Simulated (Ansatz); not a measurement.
# BeMg− (doublet): the correlation ladder at distance Be1–Mg2 = 2.912 Å, aug-cc-pVDZ

How much of the correlation energy of BeMg− (doublet) does each wave-function method recover here?

Program: Ansatz 0.2.0, Gaussian basis. Level of theory: aug-cc-pVDZ, core rule «outside noble gas», up to 6 orbitals frozen. These are calculated values, not measurements.

The runs, in order: UHF; CCSD(T) on ROHF; CCSD(T) on UHF; BCCD(T) on ROHF; CISD; CCSDT(Q) on ROHF; CCSDT(Q) on UHF; CASSCF and MRCISD+Q, 3 electrons in 3 orbitals; CASSCF and NEVPT2, 3 electrons in 3 orbitals; CASSCF and MRCISD+Q, 5 electrons in 8 orbitals; CASSCF and NEVPT2, 5 electrons in 8 orbitals; Full CI.

22 further runs of the same task are left out: 2 for a known fault of the program, 19 that didn't finish, 1 set aside as unsound or not needed.

## Step 1: What is computed

The geometry derives from a PBE0/def2-TZVPD stationary point (not a proven minimum). One bond is set to the value named and the two fragments are kept rigid.

2 atoms, charge -1, spin multiplicity 2.

Atoms are counted from 1 here; the program's logs count them from 0.

No contacts short enough for the rule that draws bonds.

## Step 2: UHF

in.yaml

```yaml
crystal:
  periodic: [false, false, false]
  atoms:
    - {symbol: Be, position_ang: [0.000000, 0.000000, 0.000000]}
    - {symbol: Mg, position_ang: [0.000000, 0.000000, 2.912000]}
basis:
  gaussian: {orbitals: aug-cc-pVDZ}
total_charge: -1
magnetization: {spin_polarized: true, initial_magnetization: 1}
hamiltonian: {xc: hf}
output: {orbitals: {seedname: orbitals}}
```

Launch:

```console
ansatz run in.yaml --threads 1 --pin off --events-out ev --progress --plain --max-ram 2393MiB
```

Further steps of the session: CCSD(T) on ROHF; CCSD(T) on UHF; BCCD(T) on ROHF; CISD; CCSDT(Q) on ROHF; CCSDT(Q) on UHF; CASSCF and MRCISD+Q, 3 electrons in 3 orbitals; CASSCF and NEVPT2, 3 electrons in 3 orbitals; CASSCF and MRCISD+Q, 5 electrons in 8 orbitals; CASSCF and NEVPT2, 5 electrons in 8 orbitals; Full CI.

Q: Predict the results of all the runs planned. Wanted: FCI below the RHF energy; RMP2 from FCI; UMP2 from FCI; RCCSD from FCI; RCCSD(T) from FCI; UCCSD(T) from FCI; RCCSDT(Q) from FCI; UCCSDT(Q) from FCI; NEVPT2 pair from FCI.

**Answer**, as computed:

| quantity | value |
| --- | --- |
| FCI below the RHF energy | -2.7263 eV |
| RMP2 from FCI | +935.8 meV |
| UMP2 from FCI | +941.1 meV |
| RCCSD from FCI | +205.7 meV |
| RCCSD(T) from FCI | +63.1 meV |
| UCCSD(T) from FCI | +63.2 meV |
| RCCSDT(Q) from FCI | +2.8 meV |
| UCCSDT(Q) from FCI | +2.2 meV |
| NEVPT2 pair from FCI | +913.6 meV |
| MRCISD+Q pair from FCI | -28.5 meV |
| NEVPT2 valence from FCI | +449.9 meV |
| levels within 1 kcal/mol (43 meV) | RCCSDT, UCCSDT, RCCSDT(Q), UCCSDT(Q), MRCISD+Q pair |
| T1 diagnostic | 0.045 |
| effectively unpaired electrons | 1.33 |

RCCSD(T) misses by +63.1 meV, 2.3 % of the correlation energy. MRCISD+Q pair falls below full CI: the +Q correction isn't variational, and the cores differ from full CI's. The occupations show some static correlation. Of the multireference levels listed MRCISD+Q pair comes nearest in total energy (-28.5 meV), which doesn't show that its space is the better one. Coupled cluster took another determinant than the lowest Hartree-Fock one. These misses are within one basis, not against nature; the frozen cores of restricted and unrestricted runs differ, which can shift their rows.
